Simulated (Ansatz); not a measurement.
# C2H8InN: the cost of one run

Program: Ansatz 0.2.0, Gaussian basis. Level of theory: the settings change from run to run. These are calculated values, not measurements.

## 1. The molecule

The structure was relaxed beforehand with PBE0-D4 in a triple-zeta def2 set. In takes a core potential in def2 sets; no spin-orbit term is included.

SMILES `[CH3][In]([CH3])[NH2]`, 12 atoms, charge 0, spin multiplicity 1.

Atoms are counted from 1 here; the program's logs count them from 0.

Bond lengths: C1–In2 2.149 Å, C1–H5 1.091 Å, C1–H6 1.091 Å, C1–H7 1.090 Å, In2–C3 2.149 Å, In2–N4 2.021 Å, C3–H8 1.092 Å, C3–H9 1.090 Å, C3–H10 1.091 Å, N4–H11 1.007 Å, N4–H12 1.007 Å. Angles: In2–C1–H5 110.4°, In2–C1–H6 110.4°, In2–C1–H7 110.4°, H5–C1–H6 107.9°, H5–C1–H7 108.9°, H6–C1–H7 108.8°, C1–In2–C3 131.2°, C1–In2–N4 114.4°, C3–In2–N4 114.4°, In2–C3–H8 110.1°, In2–C3–H9 110.3°, In2–C3–H10 110.8°, H8–C3–H9 108.6°, H8–C3–H10 108.0°, H9–C3–H10 109.0°, In2–N4–H11 124.6°, In2–N4–H12 124.6°, H11–N4–H12 110.8°.

As a file:

```
C    -0.70403    1.76044   -0.94917
In   -0.03145   -0.05944   -0.02576
C     1.48701   -0.41869    1.45151
N    -0.99274   -1.72127   -0.65625
H     0.12374    2.25904   -1.45644
H    -1.09821    2.44543   -0.19632
H    -1.48774    1.54957   -1.67726
H     1.15957   -0.04471    2.42374
H     1.68548   -1.48742    1.53856
H     2.41329    0.09417    1.18807
H    -1.74448   -1.72660   -1.32550
H    -0.81044   -2.65053   -0.31518
```

## 2. B3LYP5/def2-TZVPD

Options: relativity set to scalar, high accuracy.

in.yaml reads:

```yaml
crystal:
  periodic: [false, false, false]
  atoms:
    - {symbol: C, position_ang: [-0.704033, 1.760444, -0.949170]}
    - {symbol: In, position_ang: [-0.031450, -0.059439, -0.025761]}
    - {symbol: C, position_ang: [1.487008, -0.418690, 1.451512]}
    - {symbol: N, position_ang: [-0.992737, -1.721265, -0.656250]}
    - {symbol: H, position_ang: [0.123739, 2.259036, -1.456439]}
    - {symbol: H, position_ang: [-1.098214, 2.445431, -0.196321]}
    - {symbol: H, position_ang: [-1.487741, 1.549569, -1.677260]}
    - {symbol: H, position_ang: [1.159572, -0.044714, 2.423737]}
    - {symbol: H, position_ang: [1.685484, -1.487425, 1.538565]}
    - {symbol: H, position_ang: [2.413291, 0.094175, 1.188068]}
    - {symbol: H, position_ang: [-1.744480, -1.726597, -1.325503]}
    - {symbol: H, position_ang: [-0.810439, -2.650525, -0.315179]}
basis:
  gaussian: {orbitals: def2-TZVPD}
hamiltonian: {xc: {name: B3LYP5}, pseudopotentials: {relativity: scalar}}
accuracy: high
```

The run is started by

```bash
> ansatz run in.yaml --threads 4 --pin off --events-out ev --progress --plain --max-ram 10444MiB
```

What time and memory should one allow on 4 threads of Intel Xeon 6975P-C, shared host?

About 8.5 s, with a peak of 1.8 GiB.
